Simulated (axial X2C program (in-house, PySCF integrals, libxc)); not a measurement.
# Linear AsOH at several levels

One table from this session's results is given with a row withheld; the runs are named, their logs left out.

Method: all-electron X2C, two-component (2c) or spin-free, As dyall-v3z, O dyall-av3z, H dyall-v3z; program: an in-house X2C program for linear molecules on PySCF integrals.

All values are calculated.

2 further runs of the same task are left out: 2 set aside as unsound or not needed.

Set-up of the first run:

File task.json:

```json
{"zs": [33, 8, 1], "q": 0, "bas": ["dyall-v3z", "dyall-av3z", "dyall-v3z"], "r0": [1.84, 0.96], "symm": 0, "scan": ["PBE0", "HF", "BHandHLYP"], "levels": ["PBE0", "HF", "TPSSh"], "nst": 2}
```

Keys: zs atomic numbers; q charge; bas basis sets; r0 starting distance in Å; symm equal bonds; scan levels of the two-bond scan (MP2 follows by itself at each HF point); levels methods; nst determinants followed.

Started as:

```console
$ python solin.py task.json out
```

Masses As 74.922, O 15.995, H 1.008 u.

Steps of the session up to this table: Scan at PBE0, 2c; Scan at HF, 2c; Scan at BHandHLYP, 2c.

One of the session's tables, all rows but one given; the rest of the session is left out.

| level | r(As–O) (Å) | r(O–H) (Å) | lower stretch (cm⁻¹) | upper stretch (cm⁻¹) |
| --- | --- | --- | --- | --- |
| PBE0, 2c | 1.734 | 0.949 | 760.7 | 4047.7 |
| HF, 2c | 1.720 | 0.932 | 783.0 | 4274.3 |
| BHandHLYP, 2c | 1.729 | 0.941 | 769.1 | 4132.5 |
| MP2, 2c | 1.746 | 0.952 | 750.1 | 4020.5 |
| PBE0, spin-free | ? | ? | ? | ? |
| HF, spin-free | 1.720 | 0.932 | 783.5 | 4274.6 |
| BHandHLYP, spin-free | 1.729 | 0.941 | 769.8 | 4132.9 |
| MP2, spin-free | 1.746 | 0.952 | 750.7 | 4020.8 |

Q: Estimate the row for PBE0, spin-free from the others.

The run gave: r(As–O) (Å): 1.734; r(O–H) (Å): 0.949; lower stretch (cm⁻¹): 761.4; upper stretch (cm⁻¹): 4048.1.

Scans not shown above were run alike.

MP2 freezes inner shells (threshold -2 hartree). The molecule was held linear; bending was not examined, so a bent shape may lie lower. Open-shell Ω = 0 determinants with evenly filled partner blocks cannot be reached by this program, so the Ω shown need not be the lowest component. Note: several unpaired electrons, one determinant need not be a pure state.
